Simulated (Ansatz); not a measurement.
Task: cell relaxations under several functionals of Co, space group P-3m1, with the Python package of Ansatz (0.2.0). Give the script and its output. Use (first run): BLYP, PAW, cutoff 510 eV, 14×14×8 k-points, Fermi-Dirac smearing of 0.1 eV, collinear spin, D3BJ dispersion.

```xyz
2
Lattice="2.4874 0.0000 0.0000 -1.2437 2.1541 0.0000 0.0000 0.0000 4.0633" Properties=species:S:1:pos:R:3 pbc="T T T"
Co    1.2437    0.7180    1.0559
Co    0.0000    1.4361    3.0074
```

`run_lattice.py`:
```python
"""Relaxed cell of Co under several functionals."""

import warnings

import ansatz as az
import numpy as np

def edges_and_angles(cell):
    cell = np.asarray(cell)
    a, b, c = np.linalg.norm(cell, axis=1)
    cosines = cell[1] @ cell[2] / (b * c), cell[0] @ cell[2] / (a * c), cell[0] @ cell[1] / (a * b)
    return (a, b, c, *np.degrees(np.arccos(cosines)))

warnings.simplefilter("ignore", az.DeckWarning)

lattice = az.Lattice.of(
    [2.487365, 0.0, 0.0],
    [-1.243682, 2.154121, 0.0],
    [0.0, 0.0, 4.06329],
)
sites = [
    ("Co", [2 / 3, 1 / 3, 0.259861], 2.5),
    ("Co", [1 / 3, 2 / 3, 0.740139], -2.5),
]
cell = az.Crystal(lattice=lattice)
for symbol, position, moment in sites:
    cell = cell.atom(symbol, position, moment=moment or None)

model = cell.calculation()
model = model.basis(510).kpoints(spacing=0.22)
model = model.occupations("Fermi-Dirac").spin("collinear")
model = model.scf(tolerance=1e-10).relax(cell=True)

levels = [("blyp", "d3bj"), ("lda", "none"), ("pbesol", "none")]
print("level            a       b       c    alpha   beta  gamma  V/atom  steps")
for name, dispersion in levels:
    seen = []
    run = model.functional(name, dispersion=dispersion).session().plan()
    done = run.execute(on_event=lambda e: seen.append(e) if e["event"] == "relax_step" else None)
    cell = done.lattice.cell_ang
    label = name if dispersion == "none" else f"{name}+{dispersion}"
    print("{:13s} {:7.4f} {:7.4f} {:7.4f} {:6.2f} {:6.2f} {:6.2f}".format(label, *edges_and_angles(cell)), f"{abs(np.linalg.det(cell)) / len(done.lattice.sites):7.3f} {len(seen):5d}")
```

```console
$ python run_lattice.py
level            a       b       c    alpha   beta  gamma  V/atom  steps
RunWarning: the starting moments were not kept: 1 of 2 ended reversed and 1 kept their direction, counting a site from 0.1 μB. The largest reversed, site 1 (counted from 0, in the order of the report's site_moments_mub), started with -2.5 μB and closes at [...]
blyp+d3bj      2.4718  2.4718  3.9961  90.00  90.00 120.00  10.573     5
lda            2.4270  2.4270  3.9195  90.00  90.00 120.00   9.997     6
pbesol         2.4550  2.4550  3.9707  90.00  90.00 120.00  10.362     5
```
(Warnings from the package without file and line, shortened, repeats left out.)

From smallest to largest: LDA (10.00 Å³ an atom, -8.2 % against the start), PBEsol (10.36 Å³ an atom, -4.8 % against the start) and BLYP+D3BJ (10.57 Å³ an atom, -2.9 % against the start). The spread is 5.8 % in volume.

What to keep in mind:
- The SCF didn't keep the moments it started from (some shrank, vanished or turned); what is printed is the state reached.
- BLYP and dispersion corrections can be off by several per cent in the lattices of metals, and by several GPa in the pressure at a fixed cell.
- The cell relaxed to the group P6_3/mmc; tensors and edges are in the axes of the typed cell.
- This isn't the structure that Co takes at ambient conditions.
- The script silences the warnings on its input, which a real study should read.
- Processor time in the engine: 7.9 min on 1 thread of Intel(R) Xeon(R) Processor @ 2.30GHz, on a shared host, peak memory 0.7 GiB.
